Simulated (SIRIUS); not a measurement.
Crystal: NbTe.

```
Te Nb
1.0
     3.70297    0.00000    0.00000
    -1.85149    3.20687    0.00000
     0.00000    0.00000    3.69421
Te Nb
1 1
Cartesian
  1.8515 1.0690 0.0000
  0.0000 0.0000 1.8471
```

The cell comes from a database or a generator and needn't be the stable form of this composition.

Base run:

* Program: SIRIUS 7.12.0
* Functional: PBE
* Potentials or basis: GBRV 1.5 PBE (ultrasoft)
* Cutoff: 557 eV
* Density cutoff: 5442 eV
* k mesh: 8 × 8 × 7
* Occupations: fermi-dirac, width 0.05 eV
* Spin: no spin polarisation

Its results: band gap on the k mesh none (metal or under the smearing width); pressure -0.1 GPa.

Task: The run is repeated on the same cell with these changes: potentials or basis from GBRV 1.5 PBE (ultrasoft) to PseudoDojo 0.4 PBE stringent (scalar relativistic); cutoff from 557 eV to 1472 eV; density cutoff from 5442 eV to 5886 eV; valence electrons from 19 to 37. What comes out?

Result: Band gap on the k mesh none (metal or under the smearing width); pressure -0.6 GPa.

Not every run made on this cell is shown here.
